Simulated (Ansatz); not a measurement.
# Pd (Pd, diamond): the cost of one run

Program: Ansatz 0.2.0. Level of theory: DFT m-r2SCAN, plane waves (500 eV) with PAW, scalar-relativistic; PAW files made under PBE, frozen cores solved again for the functional; m-r²SCAN is r²SCAN on the gauge-invariant kinetic-energy density. These are calculated values, not measurements.

## Step 1: The system as given

The structure is cubic, space group Fd-3m (No. 227). The conventional cell has a = 5.416 Å, b = 5.416 Å, c = 5.416 Å, α = 90.00°, β = 90.00°, γ = 90.00°. Around Pd (site symmetry -43m) lie 4 Pd at 2.35 Å.

As a file:

```xyz
2
Lattice="0.0000 2.7082 2.7082 2.7082 0.0000 2.7082 2.7082 2.7082 0.0000" Properties=species:S:1:pos:R:3 pbc="T T T"
Pd    0.6771    0.6771    0.6771
Pd    4.7394    4.7394    4.7394
```

The atoms start with moments of +0.5 ×2 μB.

## Step 2: Geometry optimisation

Contents of input.yaml:

```yaml
crystal:
  lattice:
    - [0.0, 2.7082278367, 2.7082278367]
    - [2.7082278367, 0.0, 2.7082278367]
    - [2.7082278367, 2.7082278367, 0.0]
  atoms:
    - { symbol: Pd, position: [0.125, 0.125, 0.125], spin: 0.5 }
    - { symbol: Pd, position: [0.875, 0.875, 0.875], spin: 0.5 }
hamiltonian:
  xc: mr2scan
  pseudopotentials:
    kind: paw
    azcp:
      Pd: "pseudopotentials/Pd.paw.azcp"
basis:
  ecutwfc: 500
  fft_grid_basis: typed
kpoints:
  mp_grid: { grid: [10, 10, 10], shift: [0, 0, 0] }
magnetization:
  spin_polarized: true
scf:
  occupations: { method: fermi_dirac, width: 0.05 }
relax:
  max_steps: 60
  f_tol: 0.01
  cell: {}
```

On the command line:

```console
> ansatz run input.yaml --threads 2 --pin off --max-ram 5120MiB --backend cpu --events-out ev --progress --plain --runs-dir out
```

**Question.** How long does this run take on 2 threads of Intel Xeon Platinum 8259CL at 2.50GHz (Skylake/Cascade Lake), shared host, and how much memory does it need?

About 56 s, with a peak of 0.54 GiB.
